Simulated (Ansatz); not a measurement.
Working through a comparison of functionals at one structure of KZrO3, space group Pm-3m

Program: Ansatz 0.2.0 through its Python package.

Run as a notebook:

In [1]:
```python
import warnings

import ansatz as az
import pandas as pd
```

In [2]:
```python
warnings.simplefilter("ignore", az.DeckWarning)

xtal = (
    az.Lattice.cubic(4.238285)
    .space_group(221)
    .atom("K", (0.0, 0.0, 0.0))
    .atom("Zr", (0.5, 0.5, 0.5))
    .atom("O", (0.5, 0.5, 0.0))
)
```

In [3]:
```python
calculation = xtal.calculation()
calculation = calculation.occupations("fermi_dirac", width=100 * az.meV).pseudopotentials("paw")
calculation = calculation.kpoints(spacing=0.32)
calculation = calculation.basis(420).stress()
```

In [4]:
```python
rows = []
for value in ["blyp", "pbesol", "lda"]:
    data = calculation.functional(value).run(threads=1, backend="cpu").report
    rows.append((value, data["free_energy_ev"] / len(data["lattice"]["sites"]), data["n_iterations"], sum(data["stress_gpa"][i][i] for i in range(3)) / 3, data["n_kpoints"]))
```

In [5]:
```python
table = pd.DataFrame(rows, columns=["functional", "F/atom (eV)", "iterations", "P (GPa)", "k-points"])
table.round(5)
```
Out [5]:
```text
  functional  F/atom (eV)  iterations  P (GPa)  k-points
0       blyp  -1490.71534           6  0.90207        10
1     pbesol  -1466.36586           6 -6.19056        10
2        lda  -1448.84595           7 -9.87238        10
```

From lowest to highest: LDA (-9.9 GPa), PBEsol (-6.2 GPa) and BLYP (0.9 GPa). At a fixed cell a lower pressure usually means a smaller equilibrium volume, so LDA prefers the smallest cell and BLYP the largest.

The cell holds an odd number of electrons and is run without spin, so a magnetic state may lie lower. BLYP can be off by several per cent in the lattices of metals, and by several GPa in the pressure at a fixed cell. The mesh is modest for a metal, so energies can be off by several to tens of meV an atom and pressures by half a GPa or more; differences at equal mesh fare better. Pressure is positive in compression. This cell is a computed structure, which may not be the phase found in nature. Total energies of different functionals can't be compared; pressures, moments and gaps at this one structure can. The whole script took 4.5 s on 1 thread of Arm Neoverse V2, on a shared host, peak memory 0.43 GiB.
